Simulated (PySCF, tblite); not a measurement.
# C4H8F2OSi: geometry, infrared bands and NMR shifts

What infrared bands and NMR shifts should C4H8F2OSi (`O[SiH2]/C(=C\F)CCF`) show?

Computed with tblite 0.8.0 and PySCF 2.14.0, with density-fitted response routines of our own, on a single molecule in the gas phase. Atoms are numbered from 0 throughout.

## (1) The molecule as given

16 atoms, charge 0, multiplicity 1; geometry from: force field or distance geometry start.

Bonds of the start (Å): O0–Si1 1.65, Si1–C2 1.86, C2–C3 1.35, C3–F4 1.34, C2–C5 1.51, C5–C6 1.53, C6–F7 1.36, O0–H8 0.97, Si1–H9 1.49, Si1–H10 1.48, C3–H11 1.07, C5–H12 1.10, C5–H13 1.10, C6–H14 1.09, C6–H15 1.09.

## (2) Optimising the geometry with GFN2-xTB

Job settings and geometry (Å):

```
{"job": {"kind": "relax", "xc": "GFN2-xTB", "basis": "xTB"}, "charge": 0, "multiplicity": 1}
O     -2.148500    -1.144300    -0.254100
Si    -1.532300    -0.234700     0.978300
C      0.005400     0.670800     0.437700
C      0.045700     2.019600     0.384000
F     -0.998400     2.793900     0.728300
C      1.204100    -0.164700     0.076900
C      1.130100    -0.806600    -1.306400
F      0.183200    -1.779200    -1.292400
H     -1.492100    -1.644600    -0.766300
H     -1.142500    -1.168100     2.078600
H     -2.568400     0.683900     1.493600
H      0.890200     2.615200     0.104100
H      2.102400     0.468000     0.117500
H      1.365400    -0.942000     0.836400
H      0.869500    -0.076400    -2.079400
H      2.078500    -1.282000    -1.548300
```

Started as:

```console
$ OMP_NUM_THREADS=1 python probes_run.py task.json out
```

This one command runs all jobs of the session in turn.

**Question.** This job is followed by: GFN2-xTB harmonic vibrations, gas phase; GIAO PBE0/pcSseg-1 NMR shielding, non-relativistic, gas phase. Predict these results of the whole session: strongest single infrared mode (GFN2-xTB); zero-point energy (GFN2-xTB); 13C shifts against TMS (PBE0/pcSseg-1); 1H shifts against TMS (PBE0/pcSseg-1, means over atoms taken as alike); 17O shifts against H2O (PBE0/pcSseg-1); 29Si shifts against TMS (PBE0/pcSseg-1); 19F shifts against CFCl3 (PBE0/pcSseg-1); surface potential, 1st and 99th percentile.

The runs gave:

| quantity | value |
| --- | --- |
| strongest single infrared mode (GFN2-xTB) | 825 cm⁻¹, 403 km/mol |
| zero-point energy (GFN2-xTB) | 70.2 kcal/mol |
| 13C shifts against TMS (PBE0/pcSseg-1) | 165.4, 125.8, 91.8, 36.6 ppm |
| 1H shifts against TMS (PBE0/pcSseg-1, means over atoms taken as alike) | 7.07, 5.21, 4.79, 2.37, 2.08 ppm |
| 17O shifts against H2O (PBE0/pcSseg-1) | 19.2 ppm |
| 29Si shifts against TMS (PBE0/pcSseg-1) | -35.9 ppm |
| 19F shifts against CFCl3 (PBE0/pcSseg-1) | -95.8, -244.3 ppm |
| surface potential, 1st and 99th percentile | -1.54 V and 1.43 V |

**Reading.** Relaxing lowered the energy by 0.241 eV in 41 steps; the close pair that moved most is Si1–C2, from 1.865 to 1.907 Å. No mode is imaginary among the 42: a minimum at this level. The strongest single mode, at 825 cm⁻¹, moves mainly H8. GFN2-xTB is a fitted tight-binding method: band positions and strengths are rough. Its intensities can rank the bands wrongly. The most deshielded hydrogen is H11 (hydrogen on an alkene CH), at 7.07 ppm: attached to an sp2 carbon and in the plane of the double bond. At PBE0/pcSseg-1, counted by nearest atom on the grid, the HOMO lies on C2, C3 about 33 % each; F4 13 %, the LUMO on C2, C3 about 26 % each; Si1 8 %.
